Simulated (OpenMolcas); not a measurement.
**Ni³⁺ in Cs2NaYF6: CASSCF levels and susceptibility**

Which state of Ni³⁺ lies lowest among these ligands, how large is the field, and what χT follows?

Method: state-averaged CASSCF, spin-orbit coupling by RASSI with atomic mean-field integrals. Code: OpenMolcas 26.06.

1 further run of the same task is left out (it didn't finish).

## (1) The system

```
Species                           : Ni³⁺ (nickel, Z = 28, 25 electrons)
Basis                             : ANO-RCC-VTZP [6s5p3d2f1g], 167 functions with the ligands
Scalar Hamiltonian                : DKH2, point nucleus
Inactive shells                   : 1s 2s 2p 3s 3p of the metal, and all ligand shells
Active space                      : 7 electrons in 5 orbitals (3d)
Some configurations of this space : 3d⁷
Orbitals                          : optimised for each spin and parity, averaged over all roots
```

The outer shells:

3d7
```
3d [↑↓][↑↓][↑ ][↑ ][↑ ]
```

Ni³⁺ is taken with its 6 nearest fluoride ions at 2.004 Å, on the cation site of Cs2NaYF6 (a = 9.075 Å). The rest of the host is ab initio model potentials to 7.6 Å, with orthogonalisation functions on the cations behind the ligands, and point charges beyond; the distance is set by hand, nothing relaxes, and no local charge compensation is placed. Ligand basis ANO-RCC-VDZP.

```xyz
15

Ni    0.0000    0.0000    0.0000
F     2.0040    0.0000    0.0000
F     0.0000    2.0040    0.0000
F    -2.0040    0.0000    0.0000
F     0.0000   -2.0040    0.0000
F     0.0000    0.0000    2.0040
F     0.0000    0.0000   -2.0040
Cs    2.2687   -2.2687   -2.2687
Cs   -2.2687    2.2687    2.2687
Cs    2.2687   -2.2687    2.2687
Cs   -2.2687    2.2687   -2.2687
Cs    2.2687    2.2687   -2.2687
Cs   -2.2687   -2.2687    2.2687
Cs    2.2687    2.2687    2.2687
Cs   -2.2687   -2.2687   -2.2687
```

The work runs as a chain of OpenMolcas steps in one folder; each step below is one input file. Labels, J, g values, rates, χT and fits are worked out afterwards by a script from the matrices that RASSI stores.

## (2) Basis and integrals

a.inp reads:

```
&GATEWAY
Basis set
Ni.ANO-RCC-VTZP.
Ni1 0.0 0.0 0.0 Angstrom
End of basis
Basis set
F.ANO-RCC-VDZP.
L1 2.004000 0.000000 0.000000 Angstrom
L2 0.000000 2.004000 0.000000 Angstrom
L3 0.000000 0.000000 2.004000 Angstrom
End of basis
Basis set
Na.EMB-AIMP.Ruiperez.7s4p.1s1p.ECP.Cs2NaYF6.
PseudoCharge
* 3 symmetry-unique lattice sites within 7.6 angstrom
End of basis
Basis set
Cs.EMB-AIMP.Ruiperez.0s.0s.ECP.Cs2NaYF6.
PseudoCharge
* 16 symmetry-unique lattice sites within 7.6 angstrom
End of basis
Basis set
F.EMB-AIMP.Ruiperez.0s.0s.ECP.Cs2NaYF6.
PseudoCharge
* 27 symmetry-unique lattice sites within 7.6 angstrom
End of basis
Basis set
Y.EMB-AIMP.Ruiperez.0s.0s.ECP.Cs2NaYF6.
PseudoCharge
* 6 symmetry-unique lattice sites within 7.6 angstrom
End of basis
Symmetry
XYZ
AngMom=0.0 0.0 0.0
AMFI
RICD
XField
1537 Angstrom 0
* Evjen-weighted lattice charges
&SEWARD
```

The run is started by

```sh
$ OMP_NUM_THREADS=1 MOLCAS_MEM=2457 MOLCAS_PROJECT=a pymolcas a.inp > a.log
```

## (3) CASSCF: quartets, 10 roots

a.inp reads:

```
&RASSCF
FileOrb=start.orb
Symmetry=1
Spin=4
nActEl=7 0 0
Inactive=18 21
Ras2=5 0
CIRoot=10 10 1
SDav=10
CIMx=300
Iter=150 100
PrWF=0.3
OrbListing=Nothing
MaxOrb=0
LevShft=1.0
>>> COPY $Project.JobIph JOB001
```

start.orb holds start orbitals that the driver prepared beforehand, or those of the step before.

## (4) CASSCF: doublets, 40 roots

a.inp reads:

```
&RASSCF
FileOrb=start.orb
Symmetry=1
Spin=2
nActEl=7 0 0
Inactive=18 21
Ras2=5 0
CIRoot=40 40 1
SDav=40
CIMx=300
Iter=150 100
PrWF=0.3
OrbListing=Nothing
MaxOrb=0
LevShft=1.0
>>> COPY $Project.JobIph JOB002
```

## (5) State interaction with spin-orbit coupling

a.inp reads:

```
&RASSI
NrOfJobIphs=2 10 40
1 2 3 4 5 6 7 8 9 10
1 2 3 4 5 6 7 8 9 10 11 12 13 14 15 16 17 18 19 20 21 22 23 24 25 26 27
28 29 30 31 32 33 34 35 36 37 38 39 40
IphNames
JOB001
JOB002
EJob
SpinOrbit
DIPRint=1.0
SOCoupling=1000.0
Subsets=2
Property=9
'ANGMOM' 1 'ANGMOM' 2 'ANGMOM' 3 'MLTPL  1' 1 'MLTPL  1' 2 'MLTPL  1' 3
'AMFI' 1 'AMFI' 2 'AMFI' 3
SOProperty=3
'ANGMOM' 1 'ANGMOM' 2 'ANGMOM' 3
```

**Question.** What will these runs give? Wanted: spin-free ground state; first state of the same spin within the active space; lowest level; next level.

**Answer**, as computed:

```
                                            quantity                            value
                                              method                           CASSCF
                              spin-free ground state  4T1, 3-fold in its orbital part
first state of the same spin within the active space                 4T2 at 6780 cm⁻¹
                                        lowest level  2-fold Γ6, g = 4.47, 4.47, 4.47
                                          next level                       469.9 cm⁻¹
                                         χT at 300 K                   3.50 cm³ K/mol
                           effective moment at 300 K                          5.29 μB
```

In words: The spin-free ground state (4T1) comes to 98 % from free-ion F terms and keeps the highest spin of the shell. χT at 300 K is 3.50, against 1.88 cm³ K/mol for the spin alone, so orbital moment adds to it. An active space of the d shell alone favours high spin; real ions in strong fields can be low spin. A ligand-field fit to the states below 45000 cm-1 gives 10Dq = 8476 cm-1, B = 1310 cm-1 and C = 4939 cm-1 (C/B = 3.77), with a deviation of 351 cm-1. With metal d orbitals alone active, the gaps between spin states are rough; where two lie within a few thousand cm-1, their order is open.
